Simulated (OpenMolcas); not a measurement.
# Ta³⁺ with 5 ligands (bromide): CASSCF and CASPT2 levels and susceptibility

Which state of Ta³⁺ lies lowest among these ligands, how large is the field, and what χT follows?

Method: state-averaged CASSCF and CASPT2, spin-orbit coupling by RASSI with atomic mean-field integrals. Code: OpenMolcas 26.06.

## (1) The atom as given

| Item | Value |
| --- | --- |
| Species | Ta³⁺ (tantalum, Z = 73, 70 electrons) |
| Basis | ANO-RCC-VDZP [7s6p4d2f1g], 203 functions with the ligands |
| Scalar Hamiltonian | DKH2, point nucleus |
| Inactive shells | 1s 2s 2p 3s 3p 3d 4s 4p 4d 4f 5s 5p of the metal, and all ligand shells |
| Active space | 2 electrons in 5 orbitals (5d) |
| Some configurations of this space | 5d2 |
| Orbitals | optimised for each spin and parity, averaged over all roots |

Outer shells as boxes (Hund's rule):

5d2
```
5d [↑ ][↑ ][  ][  ][  ]
```

Ta³⁺ is taken with 5 ligands (bromide) in trigonal bipyramid coordination (D3h) at 2.73 Å, the axial distance 2.948 Å. A charge of +0.4 e stands 2.8 Å behind each ligand. Ligand basis ANO-RCC-VDZP. The distances are assumed, not relaxed.

```xyz
6

Ta    0.0000    0.0000    0.0000
Br    2.7300    0.0000    0.0000
Br   -1.3650    2.3642    0.0000
Br   -1.3650   -2.3642    0.0000
Br    0.0000    0.0000    2.9484
Br    0.0000    0.0000   -2.9484
```

The work runs as a chain of OpenMolcas steps in one folder; each step below is one input file. Labels, J, g values, rates, χT and fits are worked out afterwards by a script from the matrices that RASSI stores.

## (2) One- and two-electron integrals

The input, a.inp:

```
&GATEWAY
Coord
6

Ta 0.0 0.0 0.0
Br 2.730000 0.000000 0.000000
Br -1.365000 2.364249 0.000000
Br -1.365000 -2.364249 0.000000
Br 0.000000 0.000000 2.948400
Br 0.000000 0.000000 -2.948400
Basis=Ta.ANO-RCC-VDZP,Br.ANO-RCC-VDZP
Group=NoSym
NoMove
AngMom=0.0 0.0 0.0
AMFI
RICD
XField
5 Angstrom 0
5.530000 0.000000 0.000000 0.400000
-2.765000 4.789120 0.000000 0.400000
-2.765000 -4.789120 0.000000 0.400000
0.000000 0.000000 5.748400 0.400000
0.000000 0.000000 -5.748400 0.400000
&SEWARD
```

Launch:

```console
> OMP_NUM_THREADS=1 MOLCAS_MEM=2457 MOLCAS_PROJECT=a pymolcas a.inp > a.log
```

## (3) CASSCF: triplets, 10 roots

The input, a.inp:

```
&RASSCF
FileOrb=start.orb
Symmetry=1
Spin=3
nActEl=2 0 0
Inactive=124
Ras2=5
CIRoot=10 10 1
SDav=10
CIMx=300
Iter=150 100
PrWF=0.3
OrbListing=Nothing
MaxOrb=0
LevShft=1.0
>>> COPY $Project.JobIph JOB001
```

start.orb holds start orbitals that the driver prepared beforehand, or those of the step before.

## (4) CASSCF: singlets, 15 roots

The input, a.inp:

```
&RASSCF
FileOrb=start.orb
Symmetry=1
Spin=1
nActEl=2 0 0
Inactive=124
Ras2=5
CIRoot=15 15 1
SDav=15
CIMx=300
Iter=150 100
PrWF=0.3
OrbListing=Nothing
MaxOrb=0
LevShft=1.0
>>> COPY $Project.JobIph JOB002
```

## (5) State interaction with spin-orbit coupling

The input, a.inp:

```
&RASSI
NrOfJobIphs=2 10 15
1 2 3 4 5 6 7 8 9 10
1 2 3 4 5 6 7 8 9 10 11 12 13 14 15
IphNames
JOB001
JOB002
EJob
SpinOrbit
DIPRint=1.0
SOCoupling=1000.0
Subsets=2
Property=9
'ANGMOM' 1 'ANGMOM' 2 'ANGMOM' 3 'MLTPL  1' 1 'MLTPL  1' 2 'MLTPL  1' 3
'AMFI' 1 'AMFI' 2 'AMFI' 3
SOProperty=3
'ANGMOM' 1 'ANGMOM' 2 'ANGMOM' 3
```

## (6) CASPT2: IPEA 0.25, imaginary shift 0.1 (97 orbitals frozen, the lowest in energy)

The input, a.inp:

```
>>> COPY JOB001 $Project.JobIph
&CASPT2
Multistate=10 1 2 3 4 5 6 7 8 9 10
NoMult
Frozen=97
IPEA=0.25
Imaginary=0.1
MaxIter=60
WThr=0.0 0.3 0.05
PrWF=0.5
NoMix
>>> COPY JOB002 $Project.JobIph
&CASPT2
Multistate=15 1 2 3 4 5 6 7 8 9 10 11 12 13 14 15
NoMult
Frozen=97
IPEA=0.25
Imaginary=0.1
MaxIter=60
WThr=0.0 0.3 0.05
PrWF=0.5
NoMix
```

(Steps that only read results are left out.)

What does the calculation give? Wanted: spin-free ground state; first state of the same spin within the active space; lowest level; next level.

As calculated:

```
                                            quantity                                                                                 value
                                              method  SS-CASPT2, IPEA 0.25, imaginary shift 0.1 (97 orbitals frozen, the lowest in energy)
                              spin-free ground state                                                       3A2, 1-fold in its orbital part
first state of the same spin within the active space                                                                      3A1 at 3400 cm⁻¹
                                        lowest level                                                                             1-fold A1
                                          next level                                                                            751.0 cm⁻¹
                                         χT at 300 K                                                                        0.08 cm³ K/mol
                           effective moment at 300 K                                                                               0.80 μB
```

Cost by method:

| method | time of its own steps | time with the reference |
| --- | --- | --- |
| A. CASSCF | 4.3 min | 4.3 min |
| B. SS-CASPT2, IPEA 0.25, imaginary shift 0.1 (97 orbitals frozen, the lowest in energy) | 13 min | 18 min |

Times are of one thread on a shared host.

In words: The spin-free ground state (3A2) is 1-fold and keeps the highest spin of the shell. χT at 300 K is 0.08, against 1.00 cm³ K/mol for the spin alone, so spin-orbit coupling lowers it. CASPT2 does not keep the components of a term degenerate, and the means are used. The frozen orbitals are chosen by energy, so an outer shell of the metal can be frozen while a deeper shell elsewhere is correlated. The bonds are covalent and no ligand orbital is active, so the numbers are rough.
